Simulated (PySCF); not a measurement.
# GaH3: the SCF solver's settings

Do solver options change the result for GaH3, or only the number of cycles?

Method: method and basis as typed in the scripts; program: PySCF 2.14.0.

### Step 1. The system as given

GaH3: 4 atoms, charge 0, spin multiplicity 1.

Bond lengths: Ga1–H2 1.569 Å, Ga1–H3 1.568 Å, Ga1–H4 1.568 Å. Angles: H2–Ga1–H3 120.0°, H2–Ga1–H4 120.0°, H3–Ga1–H4 120.0°.

As a file:

```xyz
4
GaH3
Ga    0.0000    0.0000    0.0000
H     1.5685    0.0000    0.0000
H    -0.7842    1.3583    0.0000
H    -0.7842   -1.3583    0.0000
```

### Step 2. The base run

input.py

```python
from pyscf import gto, scf, cc

mol = gto.M(
    atom='Ga 0 0 0; H 1.5685 0 0; H -0.7842 1.3583 0; H -0.7842 -1.3583 0',
    basis='cc-pvdz-dk',
    charge=0,
    spin=0,
    symmetry=True,
    verbose=4,
)
mf = scf.RHF(mol)
mf = mf.sfx2c1e()
mf.kernel()
mycc = cc.CCSD(mf, frozen=9)
mycc.kernel()
e = mycc.ipccsd(nroots=3)[0]
print('roots (eV) =', (e*27.211386).round(3))
mf.dip_moment()
print('orbital energies (hartree):', mf.mo_energy[..., max(0, mol.nelec[1]-3):mol.nelec[0]+3].round(4))
```

Started as:

```
$ OMP_NUM_THREADS=1 python input.py
```

The log of this run is left out.

In short: E(SCF) = -1943.825060 Eh, 7 cycles, E(CCSD) − E(SCF) = -0.12321 Eh, μ = 0.00 D, ionisation roots 11.197, 11.197, 15.606 eV.

### Step 3. Point-group symmetry off

Run 1 changes point-group symmetry: on → off.

input.py: that of step 2 with these lines changed.

```diff
@@ -7,3 +7,2 @@
     spin=0,
-    symmetry=True,
     verbose=4,
```

Started as:

```
$ OMP_NUM_THREADS=1 python input.py
```

The program printed (excerpt; [...] marks lines left out):

```text
[lines on the frontier levels of each cycle are left out]
PySCF version 2.14.0

[INPUT] verbose = 4
[INPUT] num. atoms = 4
[INPUT] num. electrons = 34
[INPUT] charge = 0
[INPUT] spin (= nelec alpha-beta = 2S) = 0
[INPUT] symmetry False subgroup None
[INPUT] Mole.unit = angstrom
[INPUT] Symbol           X                Y                Z      unit          X                Y                Z       unit  Magmom
[INPUT]  1 Ga     0.000000000000   0.000000000000   0.000000000000 AA    0.000000000000   0.000000000000   0.000000000000 Bohr   0.0
[INPUT]  2 H      1.568500000000   0.000000000000   0.000000000000 AA    2.964035426380   0.000000000000   0.000000000000 Bohr   0.0
[INPUT]  3 H     -0.784200000000   1.358300000000   0.000000000000 AA   -1.481923226884   2.566814994997   0.000000000000 Bohr   0.0
[INPUT]  4 H     -0.784200000000  -1.358300000000   0.000000000000 AA   -1.481923226884  -2.566814994997   0.000000000000 Bohr   0.0

nuclear repulsion = 31.9615543119876
number of shells = 15
number of NR pGTOs = 98
number of NR cGTOs = 42
basis = cc-pvdz-dk
ecp = {}

******** <class 'pyscf.x2c.sfx2c1e.sfX2C1eRHF'> ********
method = sfX2C1eRHF
initial guess = minao
damping factor = 0
level_shift factor = 0
DIIS = <class 'pyscf.scf.diis.CDIIS'>
diis_start_cycle = 1
diis_space = 8
diis_damp = 0
SCF conv_tol = 1e-09
SCF conv_tol_grad = None
SCF max_cycles = 50
direct_scf = True
direct_scf_tol = 1e-13

******** <class 'pyscf.x2c.sfx2c1e.SpinFreeX2CHelper'> ********
approx = 1e
xuncontract = 1
Set gradient conv threshold to 3.16228e-05
Initial guess from minao.
init E= -1943.55165202096
cycle= 1 E= -1943.81122512681  delta_E= -0.26  |g|= 0.165  |ddm|= 1.18
cycle= 2 E= -1943.82415005664  delta_E= -0.0129  |g|= 0.0417  |ddm|= 0.259
cycle= 3 E= -1943.8249990318  delta_E= -0.000849  |g|= 0.0115  |ddm|= 0.0618
cycle= 4 E= -1943.82505920863  delta_E= -6.02e-05  |g|= 0.00107  |ddm|= 0.0201
cycle= 5 E= -1943.825059915  delta_E= -7.06e-07  |g|= 0.000111  |ddm|= 0.00224
cycle= 6 E= -1943.82505992208  delta_E= -7.08e-09  |g|= 1.29e-05  |ddm|= 0.000221
cycle= 7 E= -1943.82505992223  delta_E= -1.52e-10  |g|= 1.96e-06  |ddm|= 3.65e-05
Extra cycle  E= -1943.82505992224  delta_E= -4.55e-12  |g|= 6.46e-07  |ddm|= 4.95e-06
converged SCF energy = -1943.82505992224

******** <class 'pyscf.cc.ccsd.CCSD'> ********
CC2 = 0
CCSD nocc = 8, nmo = 33
frozen orbitals 9
max_cycle = 50
direct = 0
conv_tol = 1e-07
conv_tol_normt = 1e-05
diis_space = 6
diis_start_cycle = 0
diis_start_energy_diff = 1e+09
Init t2, MP2 energy = -1943.924574081  E_corr(MP2) -0.0995141587626864
Init E_corr(CCSD) = -0.0995141587629583
cycle = 1  E_corr(CCSD) = -0.115276165884133  dE = -0.0157620071  norm(t1,t2) = 0.0424014
cycle = 2  E_corr(CCSD) = -0.121039539279536  dE = -0.0057633734  norm(t1,t2) = 0.014196
cycle = 3  E_corr(CCSD) = -0.122881411910974  dE = -0.00184187263  norm(t1,t2) = 0.00605513
cycle = 4  E_corr(CCSD) = -0.123294990459441  dE = -0.000413578548  norm(t1,t2) = 0.00168944
cycle = 5  E_corr(CCSD) = -0.123206753607569  dE = 8.82368519e-05  norm(t1,t2) = 0.00052136
cycle = 6  E_corr(CCSD) = -0.123205251968949  dE = 1.50163862e-06  norm(t1,t2) = 8.70929e-05
cycle = 7  E_corr(CCSD) = -0.123206770267737  dE = -1.51829879e-06  norm(t1,t2) = 2.442e-05
cycle = 8  E_corr(CCSD) = -0.123206685430452  dE = 8.48372846e-08  norm(t1,t2) = 6.89251e-06
CCSD converged
E(CCSD) = -1943.948266607667  E_corr = -0.1232066854304521

******** <class 'pyscf.cc.eom_rccsd.EOMIP'> ********
max_space = 20
max_cycle = 50
conv_tol = 1e-07
partition = None
EOM-CCSD root 0 E = 0.4114716306042289  qpwt = 0.946298  conv = True
EOM-CCSD root 1 E = 0.4114803198212322  qpwt = 0.946298  conv = True
EOM-CCSD root 2 E = 0.5735257871646351  qpwt = 0.882039  conv = True
roots (eV) = [11.197 11.197 15.606]
Dipole moment(X, Y, Z, Debye): -0.00021, -0.00000,  0.00000
orbital energies (hartree): [-0.6057 -0.4263 -0.4262  0.0352  0.165   0.165 ]
```

Run time: 2.3 s. Hardware: 1 thread of Arm Neoverse N1, shared host.

Result: E(SCF) = -1943.825060 Eh (no change), 7 cycles, E(CCSD) − E(SCF) = -0.12321 Eh, μ = 0.00 D, ionisation roots 11.197, 11.197, 15.606 eV.

### Step 4. Smearing width 0.01 hartree

Run 2 changes smearing width: none → 0.01 hartree; step after the SCF: eomip → none.

input.py: that of step 2 with these lines changed.

```diff
@@ -1,2 +1,2 @@
-from pyscf import gto, scf, cc
+from pyscf import gto, scf
 
@@ -12,7 +12,4 @@
 mf = mf.sfx2c1e()
+mf = scf.addons.smearing_(mf, sigma=0.01, method='fermi')
 mf.kernel()
-mycc = cc.CCSD(mf, frozen=9)
-mycc.kernel()
-e = mycc.ipccsd(nroots=3)[0]
-print('roots (eV) =', (e*27.211386).round(3))
 mf.dip_moment()
```

Started as:

```
$ OMP_NUM_THREADS=1 python input.py
```

The program printed:

```text
[... 7 set-up lines left out, the same as in an earlier log ...]
[INPUT] symmetry True subgroup None
[... 8 set-up lines left out, the same as in an earlier log ...]
point group symmetry = C2v
symmetry origin: [5.55801801e-06 0.00000000e+00 0.00000000e+00]
symmetry axis x: [0. 0. 1.]
symmetry axis y: [0. 1. 0.]
symmetry axis z: [1. 0. 0.]
num. orbitals of irrep A1 = 20
num. orbitals of irrep A2 = 3
num. orbitals of irrep B1 = 8
num. orbitals of irrep B2 = 11
[... 6 set-up lines left out, the same as in an earlier log ...]
******** <class 'pyscf.scf.smearing.SmearingsfX2C1eSymAdaptedRHF'> ********
method = SmearingsfX2C1eSymAdaptedRHF
[... 16 set-up lines left out, the same as in an earlier log ...]
Freeze 0 electrons in irreps []
    34 free electrons in irreps A1 A2 B1 B2
[... 2 set-up lines left out, the same as in an earlier log ...]
init E= -1943.55165202096
    sigma = 0.01  Optimized mu = -0.161033701809  entropy = 1.11887035686e-05
    Total E(T) = -1943.81122497651  Free energy = -1943.8112250884  E0 = -1943.81122503246
cycle= 1 E= -1943.81122497651  delta_E= -0.26  |g|= 0.121  |ddm|= 1.18
    sigma = 0.01  Optimized mu = -0.201791292791  entropy = 1.59183232126e-08
    Total E(T) = -1943.82415005635  Free energy = -1943.82415005651  E0 = -1943.82415005643
cycle= 2 E= -1943.82415005635  delta_E= -0.0129  |g|= 0.0323  |ddm|= 0.259
    sigma = 0.01  Optimized mu = -0.191263164829  entropy = 1.35050079534e-08
    Total E(T) = -1943.82499903167  Free energy = -1943.82499903181  E0 = -1943.82499903174
cycle= 3 E= -1943.82499903167  delta_E= -0.000849  |g|= 0.00751  |ddm|= 0.0618
    sigma = 0.01  Optimized mu = -0.191790330303  entropy = 1.29957345647e-08
    Total E(T) = -1943.82505920851  Free energy = -1943.82505920864  E0 = -1943.82505920857
cycle= 4 E= -1943.82505920851  delta_E= -6.02e-05  |g|= 0.000902  |ddm|= 0.0201
    sigma = 0.01  Optimized mu = -0.192061845836  entropy = 1.30249298319e-08
    Total E(T) = -1943.82505991488  Free energy = -1943.82505991501  E0 = -1943.82505991494
cycle= 5 E= -1943.82505991488  delta_E= -7.06e-07  |g|= 5.87e-05  |ddm|= 0.00224
    sigma = 0.01  Optimized mu = -0.192074672938  entropy = 1.30190084133e-08
    Total E(T) = -1943.82505992196  Free energy = -1943.82505992209  E0 = -1943.82505992202
cycle= 6 E= -1943.82505992196  delta_E= -7.08e-09  |g|= 7.63e-06  |ddm|= 0.000221
    sigma = 0.01  Optimized mu = -0.192074175634  entropy = 1.30192610962e-08
    Total E(T) = -1943.82505992211  Free energy = -1943.82505992224  E0 = -1943.82505992217
cycle= 7 E= -1943.82505992211  delta_E= -1.54e-10  |g|= 1.16e-06  |ddm|= 3.65e-05
    sigma = 0.01  Optimized mu = -0.192074100411  entropy = 1.30191238151e-08
    Total E(T) = -1943.82505992211  Free energy = -1943.82505992224  E0 = -1943.82505992218
Extra cycle  E= -1943.82505992211  delta_E= -1.59e-12  |g|= 3.61e-07  |ddm|= 4.95e-06
converged SCF energy = -1943.82505992211
Dipole moment(X, Y, Z, Debye): -0.00021, -0.00000,  0.00000
orbital energies (hartree): [-0.6057 -0.4263 -0.4262  0.0352  0.165   0.165 ]
```

Wall time 1.6 s (1 thread of Arm Neoverse N1, shared host).

Result: E(SCF) = -1943.825060 Eh (no change), 7 cycles, μ = 0.00 D.

The energy is that at the smeared occupations, without the entropy term.

### Step 5. Comparison

```csv
run,E(SCF) (hartree),from base (eV),cycles,gap (eV),SCF dipole (D),after the SCF
base,-1943.825060,0,7,12.56,0.00,"CCSD correlation -3.353 eV, core frozen, first root 11.20 eV"
point-group symmetry off,-1943.825060,0.0000,7,12.56,0.00,"CCSD correlation -3.353 eV, core frozen, first root 11.20 eV"
smearing width 0.01 hartree,-1943.825060,0.0000,7,n/a,0.00,n/a
```

Wall time on 1 thread of Arm Neoverse N1, shared host, start-up included: base 2.4 s; point-group symmetry off 2.3 s; smearing width 0.01 hartree 1.6 s.

Distance from each run's final energy (log10 hartree) by cycle:

| run | cycle 1 | cycle 2 | cycle 3 | cycle 5 | cycle 8 | cycle 12 |
| --- | --- | --- | --- | --- | --- | --- |
| base | -1.9 | -3.0 | -4.2 | -8.1 | done | done |
| point-group symmetry off | -1.9 | -3.0 | -4.2 | -8.1 | done | done |
| smearing width 0.01 hartree | -1.9 | -3.0 | -4.2 | -8.1 | done | done |

In words: No change of the SCF energy comes from point-group symmetry off or smearing width 0.01 hartree. With point-group symmetry off, smearing width 0.01 hartree the path hardly changes: 7 cycles against 7.
